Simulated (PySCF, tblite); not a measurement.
**C₂H₁₁GeOSi₂ radical: geometry, infrared bands and EPR parameters**

Aim: predict the infrared bands and EPR parameters of C₂H₁₁GeOSi₂ radical (`C[O][GeH2][Si@@H](C)[SiH2]`).

Computed with tblite 0.8.0 and PySCF 2.14.0, with density-fitted response routines of our own, on a single molecule in the gas phase. Atoms count from 0, in the outputs and in this text.

**1. Starting geometry**

17 atoms, charge 0, multiplicity 2; geometry from: force field or distance geometry start.

Bonds of the start (Å): C0–O1 1.40, O1–Ge2 1.78, Ge2–Si3 2.32, Si3–C4 1.87, Si3–Si5 2.21, C0–H6 1.09, C0–H7 1.11, C0–H8 1.11, Ge2–H9 1.54, Ge2–H10 1.55, Si3–H11 1.45, C4–H12 1.10, C4–H13 1.11, C4–H14 1.10, Si5–H15 1.49, Si5–H16 1.47.

**2. Geometry optimisation with GFN2-xTB**

What the job is given:

```
{"job": {"kind": "relax", "xc": "GFN2-xTB", "basis": "xTB"}, "charge": 0, "multiplicity": 2}
C      2.796200     0.360200    -0.387500
O      2.206200     0.240800     0.872800
Ge     0.937600    -1.002500     0.728300
Si    -0.875100    -0.017900    -0.327300
C     -2.408300    -0.900800     0.267900
Si    -1.037500     2.158000     0.036300
H      3.840300     0.681200    -0.322400
H      2.709400    -0.639700    -0.852200
H      2.163500     1.035400    -0.998200
H      0.524800    -1.625400     2.080400
H      1.442500    -2.133800    -0.210800
H     -0.751100    -0.233800    -1.759700
H     -3.282300    -0.469700    -0.246300
H     -2.269600    -1.975200     0.016600
H     -2.502300    -0.773400     1.355000
H     -2.158800     2.464400     0.965100
H     -1.342500     2.844200    -1.227900
```

Command:

```bash
$ OMP_NUM_THREADS=1 python probes_run.py task.json out
```

One launch serves the whole session: the jobs run in the order shown.

Log:

```text
step      E/eV     max force
  0    -524.08000    1.461
  1    -524.20171    0.870
  2    -524.31940    0.678
  3    -524.39121    0.774
  4    -524.48271    0.662
  5    -524.53192    0.478
  6    -524.57506    0.458
  7    -524.61115    0.563
  8    -524.64593    0.586
  9    -524.67414    0.395
 10    -524.69349    0.309
 11    -524.70952    0.317
 12    -524.72569    0.396
 13    -524.74092    0.374
 14    -524.75100    0.215
 15    -524.75647    0.139
 16    -524.76064    0.154
 17    -524.76525    0.222
 18    -524.76997    0.206
 19    -524.77382    0.179
 20    -524.77680    0.181
 21    -524.77952    0.164
 22    -524.78268    0.195
 23    -524.78642    0.185
 24    -524.79018    0.146
 25    -524.79373    0.157
 26    -524.79724    0.167
 27    -524.80072    0.191
 28    -524.80363    0.143
 29    -524.80537    0.093
 30    -524.80631    0.061
 31    -524.80709    0.067
 32    -524.80787    0.071
 33    -524.80853    0.060
 34    -524.80900    0.048
 35    -524.80933    0.044
 36    -524.80964    0.047
 37    -524.80994    0.041
 38    -524.81019    0.039
 39    -524.81041    0.037
 40    -524.81064    0.055
 41    -524.81094    0.062
 42    -524.81128    0.047
 43    -524.81162    0.052
 44    -524.81194    0.047
 45    -524.81228    0.051
 46    -524.81265    0.057
 47    -524.81306    0.064
 48    -524.81347    0.063
 49    -524.81389    0.056
 50    -524.81432    0.066
 51    -524.81476    0.055
 52    -524.81519    0.063
 53    -524.81561    0.046
 54    -524.81601    0.064
 55    -524.81637    0.065
 56    -524.81673    0.056
 57    -524.81714    0.066
 58    -524.81766    0.064
 59    -524.81825    0.072
 60    -524.81876    0.062
 61    -524.81909    0.044
 62    -524.81929    0.035
 63    -524.81946    0.033
 64    -524.81962    0.035
 65    -524.81980    0.042
 66    -524.82003    0.042
 67    -524.82035    0.039
 68    -524.82081    0.057
 69    -524.82131    0.070
 70    -524.82168    0.050
 71    -524.82188    0.037
 72    -524.82200    0.022
 73    -524.82211    0.032
 74    -524.82223    0.032
 75    -524.82233    0.021
 76    -524.82247    0.030
 77    -524.82270    0.041
 78    -524.82310    0.062
 79    -524.82373    0.076
 80    -524.82458    0.076
 81    -524.82539    0.073
 82    -524.82606    0.065
 83    -524.82667    0.103
 84    -524.82391    0.251
 85    -524.82793    0.089
 86    -524.82867    0.079
 87    -524.83128    0.121
 88    -524.83203    0.070
 89    -524.83266    0.061
 90    -524.83404    0.083
 91    -524.83501    0.097
 92    -524.83636    0.106
 93    -524.83776    0.092
 94    -524.83913    0.099
 95    -524.83998    0.083
 96    -524.84110    0.084
 97    -524.84261    0.112
 98    -524.84432    0.099
 99    -524.83459    0.403
100    -524.84607    0.068
101    -524.84691    0.064
102    -524.84763    0.194
103    -524.84925    0.092
104    -524.85002    0.095
105    -524.85055    0.216
106    -524.85359    0.084
107    -524.85482    0.063
108    -524.85528    0.244
109    -524.85791    0.095
110    -524.85904    0.094
111    -524.86271    0.260
112    -524.86684    0.111
113    -524.87055    0.118
114    -524.87683    0.207
115    -524.88034    0.159
116    -524.88350    0.125
117    -524.88479    0.376
118    -524.89226    0.123
119    -524.89467    0.093
120    -524.89647    0.200
121    -524.89804    0.101
122    -524.89848    0.075
123    -524.89937    0.046
124    -524.89981    0.048
125    -524.90070    0.050
126    -524.90153    0.062
127    -524.90239    0.072
128    -524.90321    0.076
129    -524.90400    0.059
130    -524.90476    0.076
131    -524.90553    0.062
132    -524.90653    0.058
133    -524.90743    0.055
134    -524.90842    0.059
135    -524.90923    0.054
136    -524.90985    0.050
137    -524.91034    0.045
138    -524.91080    0.070
139    -524.91130    0.072
140    -524.91183    0.048
141    -524.91224    0.046
142    -524.91253    0.038
143    -524.91276    0.031
144    -524.91291    0.030
145    -524.91302    0.021
146    -524.91309    0.013
147    -524.91314    0.013
148    -524.91317    0.013
149    -524.91320    0.014
150    -524.91325    0.015
151    -524.91329    0.015
152    -524.91334    0.019
153    -524.91340    0.021
154    -524.91347    0.018
155    -524.91354    0.019
156    -524.91362    0.020
157    -524.91371    0.027
158    -524.91381    0.026
159    -524.91392    0.024
160    -524.91402    0.024
161    -524.91412    0.029
162    -524.91423    0.029
163    -524.91437    0.026
164    -524.91453    0.031
165    -524.91468    0.024
166    -524.91483    0.037
167    -524.91498    0.034
168    -524.91520    0.043
169    -524.91538    0.044
170    -524.91554    0.028
171    -524.91563    0.020
172    -524.91569    0.019
173    -524.91572    0.015
174    -524.91574    0.016
175    -524.91576    0.008
```

It took 1.5 s on 1 thread of Arm Neoverse V1, shared host; peak memory 0.18 GiB.

Relaxation path: (not every step is listed)

| step | energy from step 0 (eV) | largest force (eV/Å) |
| --- | --- | --- |
| 0 | 0.0000 | 1.4610 |
| 1 | -0.1217 | 0.8705 |
| 2 | -0.2394 | 0.6782 |
| 3 | -0.3112 | 0.7740 |
| 4 | -0.4027 | 0.6619 |
| 5 | -0.4519 | 0.4782 |
| 6 | -0.4951 | 0.4584 |
| 7 | -0.5311 | 0.5633 |
| 8 | -0.5659 | 0.5855 |
| 24 | -0.7102 | 0.1464 |
| 40 | -0.7306 | 0.0554 |
| 56 | -0.7367 | 0.0558 |
| 72 | -0.7420 | 0.0225 |
| 88 | -0.7520 | 0.0701 |
| 104 | -0.7700 | 0.0953 |
| 120 | -0.8165 | 0.2003 |
| 136 | -0.8298 | 0.0500 |
| 152 | -0.8333 | 0.0188 |
| 168 | -0.8352 | 0.0430 |
| 170 | -0.8355 | 0.0285 |
| 171 | -0.8356 | 0.0202 |
| 172 | -0.8357 | 0.0189 |
| 173 | -0.8357 | 0.0147 |
| 174 | -0.8357 | 0.0162 |
| 175 | -0.8358 | 0.0079 |

Close pairs (by a distance rule), those that changed most:

| bond | before (Å) | after (Å) | change (Å) |
| --- | --- | --- | --- |
| Si3–Si5 | 2.212 | 2.291 | +0.078 |
| Ge2–Si3 | 2.317 | 2.370 | +0.053 |
| Si3–C4 | 1.867 | 1.906 | +0.040 |
| Si3–H11 | 1.454 | 1.489 | +0.036 |
| Ge2–H9 | 1.545 | 1.514 | -0.031 |
| C4–H13 | 1.112 | 1.086 | -0.026 |
| Si5–H15 | 1.488 | 1.470 | -0.018 |
| C4–H12 | 1.102 | 1.085 | -0.017 |

The end geometry stands in the next job.

**3. Harmonic vibrations with GFN2-xTB**

What the job is given:

```
{"job": {"kind": "ir", "xc": "GFN2-xTB", "basis": "xTB"}, "charge": 0, "multiplicity": 2}
C      2.645920     0.541577    -0.612746
O      2.199347     0.017064     0.604446
Ge     0.851271    -1.148855     0.750509
Si    -1.014607    -0.177447    -0.342107
C     -2.604714    -1.047931     0.248110
Si    -1.118878     2.027219     0.270308
H      3.351305     1.344524    -0.389299
H      3.158740    -0.215872    -1.212863
H      1.822796     0.954656    -1.209154
H      0.930889    -1.280535     2.256208
H      1.420960    -2.482828     0.236620
H     -0.885874    -0.584849    -1.768994
H     -3.480639    -0.617360    -0.226425
H     -2.586125    -2.106082     0.003672
H     -2.733986    -0.960880     1.323324
H     -2.074744     2.942051    -0.370658
H      0.111345     2.807580     0.429141
```

Log:

```text
mode    cm-1     km/mol
  1      31.0      0.11
  2      59.3      0.48
  3      79.5      3.04
  4      95.3      1.22
  5     105.5      0.55
  6     126.9     10.82
  7     135.5      1.00
  8     139.2      0.14
  9     159.5      4.62
 10     217.7      6.60
 11     306.2     21.15
 12     316.3     37.69
 13     374.7     10.97
 14     388.1      6.67
 15     466.1     99.95
 16     476.8     33.20
 17     542.1    252.33
 18     632.2     26.84
 19     644.6    291.74
 20     682.0     98.76
 21     732.2     36.04
 22     789.1    568.96
 23     817.4     77.61
 24     824.0    218.67
 25     848.9    111.35
 26    1073.4    109.49
 27    1140.8      4.24
 28    1149.9      6.46
 29    1372.9      6.49
 30    1424.4      0.98
 31    1489.4      0.40
 32    1494.4      1.84
 33    1496.7      0.65
 34    1499.1      0.39
 35    1699.4    715.83
 36    1899.0    479.22
 37    1999.1    398.22
 38    2186.2    332.39
 39    2229.1    280.87
 40    2879.6     82.78
 41    2926.4     45.74
 42    2969.1     42.64
 43    3029.3     29.21
 44    3032.4     16.54
 45    3045.0     22.42
```

Run time: 0.73 s. Hardware: 1 thread of Arm Neoverse V1, shared host; peak memory 0.18 GiB.

The strongest bands and the atoms that carry them (share of the mass-weighted mode):

| cm⁻¹ | km/mol | atoms |
| --- | --- | --- |
| 542 | 252.3 | H11 63 %, Si3 19 % |
| 645 | 291.7 | H11 61 %, H10 18 % |
| 789 | 569.0 | H15 31 %, H16 31 %, H13 14 % |
| 1699 | 715.8 | H10 94 % |
| 1899 | 479.2 | H9 94 % |
| 1999 | 398.2 | H11 96 % |
| 2186 | 332.4 | H15 97 % |
| 2229 | 280.9 | H16 96 % |

**4. g tensor and hyperfine couplings: B3LYP/def2-TZVP-core+pcH-1**

The job, as its differences from that of step 3:

```diff
@@ -1,2 +1,2 @@
-{"job": {"kind": "ir", "xc": "GFN2-xTB", "basis": "xTB"}, "charge": 0, "multiplicity": 2}
+{"job": {"kind": "epr", "basis": "pcH-1"}, "charge": 0, "multiplicity": 2}
 C      2.645920     0.541577    -0.612746
```

With the program's defaults for keys left out, this is: UKS B3LYP, def2-TZVP-core on Ge, pcH-1 on C H O Si, non-relativistic, mean-field spin-orbit, GIAO.

Log:

```text
UKS, coarse grid
  cycle   1  E = -2813.91565356  |g| = 1.44e+00
  cycle   2  E = -2812.71341591  |g| = 1.79e+00
  cycle   3  E = -2813.78252646  |g| = 9.24e-01
  cycle   4  E = -2814.09327391  |g| = 2.30e-01
  cycle   5  E = -2814.10654458  |g| = 1.14e-01
  cycle   6  E = -2814.11115157  |g| = 1.70e-02
  cycle   7  E = -2814.11128439  |g| = 8.62e-03
  cycle   8  E = -2814.11131157  |g| = 2.48e-03
  cycle   9  E = -2814.11131281  |g| = 1.11e-03
  cycle  10  E = -2814.11131472  |g| = 4.16e-04
UKS, final grid
  cycle   1  E = -2814.11131721  |g| = 4.78e-04
  cycle   2  E = -2814.11131708  |g| = 7.70e-04
  cycle   3  E = -2814.11131730  |g| = 8.69e-05
  cycle   4  E = -2814.11131730  |g| = 3.87e-05
  cycle   5  E = -2814.11131730  |g| = 8.30e-06
E = -2814.11131730 Eh   <S^2> = 0.7526 (exact 0.7500)
g shifts (ppm)      1          2          3
  rmc          -118       -118       -118
  gc              8         34         40
  oz_so         -26       2439       3670
  total        -136       2356       3592
hyperfine (MHz)  atom isotope    a_iso     a_fc   dipolar eigenvalues
    0   13C       1.64       1.63     -0.51     -0.36      0.87
    1   17O      -0.20      -0.20     -0.29      0.08      0.21
    2  73Ge       1.04       1.06     -0.19     -0.09      0.28
    3  29Si     -19.95     -19.97     -5.96      0.84      5.12
    4   13C       8.42       8.43     -0.68     -0.50      1.18
    5  29Si    -327.24    -328.22   -175.77     87.13     88.63
    6    1H      -0.15      -0.15     -0.76     -0.63      1.39
    7    1H       0.88       0.88     -0.67     -0.48      1.14
    8    1H       0.74       0.74     -1.91     -1.46      3.37
    9    1H      -0.11      -0.12     -0.97     -0.83      1.81
   10    1H      -2.09      -2.09     -0.57     -0.47      1.05
   11    1H      73.50      73.49     -2.25     -0.33      2.58
   12    1H      -0.03      -0.03     -1.57     -1.22      2.80
   13    1H      -0.65      -0.65     -1.08     -0.72      1.80
   14    1H      -0.19      -0.19     -2.24     -1.20      3.44
   15    1H      -4.75      -4.78    -10.44      2.17      8.27
   16    1H      -6.60      -6.63    -10.49      2.23      8.26
```

Wall time 4.2 min (1 thread of Arm Neoverse V1, shared host); peak memory 1.5 GiB.

Principal g values 2.00218, 2.00467, 2.00591; g(iso) = 2.00426, against 2.00232 for a free electron.

Hyperfine couplings; where a row names several nuclei, a(iso) is their mean (it holds for fast rotation or exchange) and the dipolar term the largest among them:

| nuclei | isotope | a(iso) (MHz) | a(iso) (G, at g = 2.0023) | largest dipolar term (MHz) |
| --- | --- | --- | --- | --- |
| Si5 | 29Si | -327.2 | -116.8 | -175.8 |
| H11 | 1H | 73.5 | 26.2 | 2.6 |
| Si3 | 29Si | -20.0 | -7.1 | -6.0 |
| C4 | 13C | 8.4 | 3.0 | 1.2 |
| H15, H16 | 1H | -5.7 | -2.0 | -10.5 |
| H10 | 1H | -2.1 | -0.7 | 1.0 |
| C0 | 13C | 1.6 | 0.6 | 0.9 |
| Ge2 | 73Ge | 1.0 | 0.4 | 0.3 |
| H6, H7, H8 | 1H | 0.5 | 0.2 | 3.4 |
| H12, H13, H14 | 1H | -0.3 | -0.1 | 3.4 |
| O1 | 17O | -0.2 | -0.1 | -0.3 |
| H9 | 1H | -0.1 | 0.0 | 1.8 |

Mulliken spin populations:

C0 0.00; O1 0.00; Ge2 -0.01; Si3 0.03; C4 0.00; Si5 0.98; H6 0.00; H7 0.00; H8 0.00; H9 0.00; H10 0.00; H11 0.04; H12 0.00; H13 0.00; H14 0.00; H15 -0.02; H16 -0.02

In first order the couplings over 0.8 MHz of 1H give 12 distinct lines over 31.0 G, if the averaged nuclei exchange fast.

The fields below are evaluated on a grid from the run's orbitals.

ELF in a plane through or near 6 of the atoms.

Ten even steps from ' ' (0.00) to '@' (1.00):
```
                                                        
                                                        
                              ::**%%**::                
                            ..**@@@@@@%%::              
                      ..::..::%%@@@@@@@@==              
                      --======##@@@@@@**..              
          ..            --====--==--::                  
      ..%%@@##::--**--  ..==%%@@%%++..                  
      ==@@@@@@####@@%%    ==%%%%**++::..--%%@@##        
      ..##%%%%--::##==    ==::==##..##**%%@@@@@@::      
        ..==##**====....--%%**..--++@@::::@@%%##..      
        ..++**==::..::::--**%%%%==**##++****--..        
          ..        ..--::--++++::..**@@@@@@++..        
                    **@@%%**--..    ++@@@@@@**..        
                ..%%@@@@@@@@##..      --++--            
                ..%%@@@@@@@@##..                        
                  ::**@@@@##::                          
                                                        
                                                        
                                                        
```
The map spans 12.3 Å across and 11.8 Å up, centred on the molecule. Atoms in the plane (x, y in Å): C0 (-2.7, 0.1), Si3 (1.0, 0.1), C4 (2.8, -0.6), H10 (-0.9, -2.7), H12 (3.5, 0.1), H13 (2.9, -1.5).

log10 of the density (e/Å³) in the same plane.

Ten even steps from ' ' (-4.0) to '@' (1.2):
```
                                                        
                            ............                
                      ....::::--------::::..            
                  ....::----====++++++==::..            
                  ..::--====++++****++==--::..          
            ......::--====++++******++==--::..          
      ..::------------==++++********++==--::..          
    ..::==++++++++++++====++********++==------::..      
    ::--++**########**====++**####**++++++++++==::..    
    ::--++**##%%%%##**++++****%%@@##****####**++--::    
    ..--==**########**++****##%%%%####%%%%##**++--::    
    ..::==++************************##%%%%##**==--::    
      ..--======++++++**##****++++++**####**++==::..    
        ..::::----==++####**++++====++****++==--..      
            ..::--==**####**++==--::--------::..        
              ..::--++++++++==--::..........            
                ..::--====----::..                      
                  ....::::::..                          
                                                        
                                                        
```
The map spans 12.3 Å across and 11.8 Å up, centred on the molecule. Atoms in the plane (x, y in Å): C0 (-2.7, 0.1), Si3 (1.0, 0.1), C4 (2.8, -0.6), H10 (-0.9, -2.7), H12 (3.5, 0.1), H13 (2.9, -1.5).

On the surface of density 0.002 e/bohr³ the electrostatic potential runs, from the 1st to the 99th percentile, from -1.59 V near O1 to 1.23 V near Ge2.

The spin density lies nearest to Si5 66 %; H15, H16 about 10 % each.

**5. Outcome**

| quantity | value |
| --- | --- |
| strongest single infrared mode (GFN2-xTB) | 1699 cm⁻¹, 716 km/mol |
| zero-point energy (GFN2-xTB) | 71.5 kcal/mol |
| g(iso) (B3LYP) | 2.00426 |
| ⟨S²⟩ | 0.753 (exact 0.75) |
| largest a(iso) (averaged by class) | 29Si on Si5, -327.2 MHz |
| surface potential, 1st and 99th percentile | -1.59 V and 1.23 V |

**Reading.** Over 175 steps the energy fell by 0.836 eV; of the close pairs, Si3–Si5 changed most, 2.212 to 2.291 Å. No mode is imaginary among the 45: a minimum at this level. The strongest single mode, at 1699 cm⁻¹, moves mainly H10. Unscaled tight-binding wavenumbers are off by several per cent, some by more. Its intensities can rank the bands wrongly. Most of the unpaired spin sits on Si5 (0.98 e). The isotropic g lies 1.9 ppt above the free-electron value. The hyperfine terms hold no scalar relativity, which the heavier nuclei need.
